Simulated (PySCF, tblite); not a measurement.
# C₄H₉ClOSi₂: geometry, infrared bands and NMR shifts

Aim: predict the infrared bands and NMR shifts of C₄H₉ClOSi₂ (`O=C[C@@H]1[SiH2]C[Si@@H]1CCl`).

Computed with tblite 0.8.0 and PySCF 2.14.0, with density-fitted response routines of our own, on a single molecule in the gas phase. Atoms count from 0, in the outputs and in this text.

## Step 1: Starting geometry

17 atoms, charge 0, multiplicity 1; geometry from: force field or distance geometry start.

Bonds of the start (Å): O0–C1 1.22, C1–C2 1.49, C2–Si3 1.86, Si3–C4 1.87, C4–Si5 1.87, Si5–C6 1.84, C6–Cl7 1.80, Si5–C2 1.87, C1–H8 1.08, C2–H9 1.10, Si3–H10 1.49, Si3–H11 1.45, C4–H12 1.10, C4–H13 1.11, Si5–H14 1.47, C6–H15 1.08, C6–H16 1.12.

## Step 2: Optimising the geometry with GFN2-xTB

What the job is given:

```
{"job": {"kind": "relax", "xc": "GFN2-xTB", "basis": "xTB"}, "charge": 0, "multiplicity": 1}
O      0.903800     1.942400    -1.680800
C      0.538800     1.999800    -0.519400
C      0.826400     0.867400     0.398100
Si     1.711700    -0.539400    -0.436800
C      0.533600    -1.700000     0.430400
Si    -0.619000    -0.264900     0.745500
C     -2.083300    -0.131400    -0.362800
Cl    -3.565800     0.100800     0.626400
H      0.031300     2.867600    -0.126800
H      1.293200     1.155600     1.352500
H      3.091600    -0.733100     0.088000
H      1.619200    -0.505500    -1.887900
H      0.094400    -2.485200    -0.204600
H      0.918200    -2.064200     1.400200
H     -1.013900    -0.138300     2.160800
H     -2.060600     0.710700    -1.039300
H     -2.226700    -1.070100    -0.953600
```

Launch:

```bash
OMP_NUM_THREADS=1 python probes_run.py task.json out
```

The driver reads the jobs from task.json and runs them one after another.

**Question.** This job is followed by: GFN2-xTB harmonic vibrations, gas phase; GIAO PBE0/pcSseg-1 NMR shielding, non-relativistic, gas phase. What will the session give for the following? strongest single infrared mode (GFN2-xTB); zero-point energy (GFN2-xTB); ¹³C shifts against TMS (PBE0/pcSseg-1); ¹H shifts against TMS (PBE0/pcSseg-1); ¹⁷O shifts against H2O (PBE0/pcSseg-1); ²⁹Si shifts against TMS (PBE0/pcSseg-1); ³⁵Cl shifts against HCl (PBE0/pcSseg-1); surface potential, 1st and 99th percentile.

**Answer**, as computed:

| quantity | value |
| --- | --- |
| strongest single infrared mode (GFN2-xTB) | 770 cm⁻¹, 363 km/mol |
| zero-point energy (GFN2-xTB) | 71.7 kcal/mol |
| ¹³C shifts against TMS (PBE0/pcSseg-1) | 208.9, 40.6, 29.2, -4.3 ppm |
| ¹H shifts against TMS (PBE0/pcSseg-1) | 10.28, 5.00, 4.90, 4.77, 3.37, 2.96, 2.93, 0.51, 0.43 ppm |
| ¹⁷O shifts against H2O (PBE0/pcSseg-1) | 633.8 ppm |
| ²⁹Si shifts against TMS (PBE0/pcSseg-1) | -8.1, -38.0 ppm |
| ³⁵Cl shifts against HCl (PBE0/pcSseg-1) | 8 ppm |
| surface potential, 1st and 99th percentile | -1.63 V and 1.37 V |

What this shows: Relaxing lowered the energy by 0.603 eV in 150 steps; the close pair that moved most is C2–Si3, from 1.860 to 1.938 Å. No mode is imaginary among the 45: a minimum at this level. The strongest single mode, at 770 cm⁻¹, has its largest shares on C4, Si5, C2 and Si3 (the list is cut at 4 atoms). GFN2-xTB is a fitted tight-binding method: band positions and strengths are rough. Its intensities can rank the bands wrongly. C1 (aldehyde carbonyl carbon) lies farthest downfield among carbon, at 208.9 ppm; the double bond to the heteroatom, with no lone-pair donor beside it, deshields it most. H8 (hydrogen on an aldehyde carbonyl carbon) lies farthest downfield among hydrogen, at 10.28 ppm; the formyl region, downfield of aromatic protons. At PBE0/pcSseg-1: Shielding is most anisotropic at O0 (span 1190 ppm, paramagnetic term -700 ppm). At PBE0/pcSseg-1, counted by nearest atom on the grid, the HOMO lies on O0 60 %; H8 15 %, the LUMO on C1 38 %; O0 25 %.
